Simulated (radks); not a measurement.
# Nb in [Kr] 4d4 5s1: an all-electron calculation

An exercise on one series of results from a longer session: the logs are not shown, and one member is left open.

Method: non-relativistic Kohn-Sham, PBEsol, spin-unpolarised, spherical densities, point nucleus. Code: radks (a radial shooting solver on a logarithmic mesh, Libxc functionals) version 1.

**What is computed**

```
element       : niobium (Z = 41)
charge        : 0
electrons     : 41
configuration : [Kr] 4d4 5s1
```

Outer shells as boxes (Hund's rule):

Nb
```
[Kr] core
4d [↑ ][↑ ][↑ ][↑ ][  ]
5s [↑ ]
```

Set-up of the first run:

The run's settings:

```text
Z 41
configuration [Kr] 4d4 5s1
relativity non-relativistic
functional pbe_sol,pbe_sol
spin unpolarised
nucleus point
```

Run with:

```sh
$ python run_ks.py task.json out
```

The same process makes all the runs of this session.

Among the steps run: Self-consistent calculation.

One table of the session follows, with a row left open; its other results are not shown here.

It belongs to the step «Radial structure». Radial moments (bohr):

```
level     <r>  outermost maximum (interpolated)  90 % within  nodes
   1s       ?                                 ?            ?      ?
   2s  0.1630                             0.138        0.251      1
   2p  0.1398                             0.108        0.227      0
   3s  0.4553                             0.407        0.672      2
   3p  0.4511                             0.394        0.682      1
   3d  0.4322                             0.334        0.692      0
   4s   1.187                              1.06         1.73      3
   4p   1.314                              1.13         1.96      2
   5s   3.825                              3.17         5.74      4
   4d   2.172                              1.48         3.65      1
```

Q: Estimate the row for 1s from the others.

The run gave: <r>: 0.03722; outermost maximum (interpolated): 0.0246; 90 % within: 0.0662; nodes: 0. In the column «<r>» it is the lowest.

Caveats from the session: Relativity is left out here, which matters for elements this heavy. Spin polarisation and multiplet splitting are left out.
